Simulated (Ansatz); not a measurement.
# Molecular dynamics of In12P12H3N

input.yaml

```yaml
accuracy: low
crystal:
  lattice:
    - [8.299595, 0.0, 0.0]
    - [4.149798, 7.18766, 0.0]
    - [0.0, 0.0, 19.623665]
  atoms:
    - { symbol: In, position: [0.0, 0.0, 0.0509589] }
    - { symbol: P, position: [0.1666667, 0.1666667, 0.0941248] }
    - { symbol: In, position: [0.0, 0.5, 0.0509589] }
    - { symbol: P, position: [0.1666667, 0.6666667, 0.0941248] }
    - { symbol: In, position: [0.5, 0.0, 0.0509589] }
    - { symbol: P, position: [0.6666667, 0.1666667, 0.0941248] }
    - { symbol: In, position: [0.5, 0.5, 0.0509589] }
    - { symbol: P, position: [0.6666667, 0.6666667, 0.0941248] }
    - { symbol: In, position: [0.64134986, 0.65122743, 0.23168817] }
    - { symbol: P, position: [0.80593686, 0.82402482, 0.2661251] }
    - { symbol: In, position: [0.67150784, 0.13580004, 0.22606425] }
    - { symbol: P, position: [0.85193205, 0.32675621, 0.26045135] }
    - { symbol: In, position: [0.14393985, 0.67470478, 0.22368058] }
    - { symbol: P, position: [0.30814457, 0.84045329, 0.26679322] }
    - { symbol: In, position: [0.16184054, 0.18441887, 0.23141969] }
    - { symbol: P, position: [0.33851464, 0.33294822, 0.28102705] }
    - { symbol: In, position: [0.24180734, 0.26096207, 0.43634755] }
    - { symbol: P, position: [0.41657675, 0.43439587, 0.37401243] }
    - { symbol: In, position: [0.25934652, 0.7953301, 0.39072386] }
    - { symbol: P, position: [0.43366556, 0.89611402, 0.4635557] }
    - { symbol: In, position: [0.79504771, 0.28174607, 0.39212281] }
    - { symbol: P, position: [-0.09359992, 0.46812674, 0.45937801] }
    - { symbol: In, position: [0.7869967, 0.78598494, 0.3923201] }
    - { symbol: P, position: [-0.03757621, 0.9333178, 0.45559553] }
    - { symbol: "N", position: [0.39197928, 0.31687476, 0.54697385] }
    - { symbol: H, position: [0.4153709, 0.19014675, 0.57106721] }
    - { symbol: H, position: [0.50931853, 0.33251931, 0.54560638] }
    - { symbol: H, position: [0.26357346, 0.42629584, 0.55953282] }
basis:
  ecutwfc: 420.0
kpoints:
  mp_grid: { grid: [2, 2, 1] }
hamiltonian:
  xc: pbe
  dispersion: d3bj
  pseudopotentials: { kind: paw, azcp: { folder: soft_1 } }
scf:
  occupations: { method: fermi_dirac, width: 0.05 }
  lower_state_search: "off"
md:
  timestep: 0.5
  n_steps: 240
  ensemble: nvt_langevin
  temperature: 1350.0
  initial_velocities: maxwell_boltzmann
  seed: 958701
  friction: 0.05
  constraints: [{ sites: [0, 1, 2, 3, 4, 5, 6, 7] }]
```

Launched with:

```bash
$ ansatz run input.yaml --threads 4 --pin off --max-ram 10240MiB --backend cpu --events-out ev --progress --plain --runs-dir out
```

It goes on from the last frame of an earlier run, with new velocities.

Output, in part (step lines):

```
md step     0: t =     0.00 fs  T =  1350.0 K  F+E_penalty+E_count = -76678.20270675 eV  E_kin = 3.490020 eV  (18 SCF iters)
[... lines left out ...]
```

The steps, from the saved trajectory:

```csv
time (fs),T (K),potential energy less start (eV)
0,1350,0.000
4,1283,0.040
8,1089,0.265
12,1138,0.315
16,1315,0.147
20,1016,0.172
24,898,-0.178
28,1019,-0.194
32,950,-0.561
36,1144,-0.689
40,1163,-0.816
44,1239,-0.977
48,1110,-0.701
52,1125,-0.761
56,967,-0.875
60,961,-0.597
64,818,-0.481
68,1019,-0.213
72,967,0.085
76,1000,-0.185
80,1083,-0.069
84,1025,0.444
88,1020,0.326
92,1463,0.228
96,1707,0.230
100,1362,0.682
104,1949,0.838
108,1744,1.037
112,1855,0.503
116,2238,0.028
120,1825,0.456
```

The run went to its last step. A run of 0.12 ps of so small a system gives no equilibrium averages. Limits of this set-up: coarse k mesh, slab without dipole correction, low accuracy level.

Mean squared displacements from the first frame to the last: In 0.05 Å², P 0.06 Å², N 0.34 Å², H 1.41 Å².

Last frame:

```xyz
28
Lattice="8.2996 0.0000 0.0000 4.1498 7.1877 0.0000 0.0000 0.0000 19.6237" Properties=species:S:1:pos:R:3
In 0.000 0.000 1.000
P 2.075 1.198 1.847
In 2.075 3.594 1.000
P 4.150 4.792 1.847
In 4.150 0.000 1.000
P 6.225 1.198 1.847
In 6.225 3.594 1.000
P 8.300 4.792 1.847
In 8.145 4.486 4.612
P 10.050 5.760 5.309
In 6.296 1.027 4.663
P 8.337 2.222 5.486
In 3.897 4.858 4.507
P 6.011 5.807 5.383
In 2.256 1.020 4.636
P 4.300 2.662 5.482
In 3.241 1.856 8.684
P 5.388 2.800 7.501
In 5.257 5.616 7.798
P 7.305 6.366 9.071
In 7.917 1.971 8.044
P 1.345 3.312 9.310
In 9.654 5.753 7.824
P 3.403 6.742 9.262
N 4.157 2.670 10.601
H 3.655 2.610 11.503
H 4.803 1.816 10.990
H 4.860 3.548 10.586
```

Time of the run: 41 min on 4 threads of Arm Neoverse V1 (shared host), peak memory 3.4 GiB.
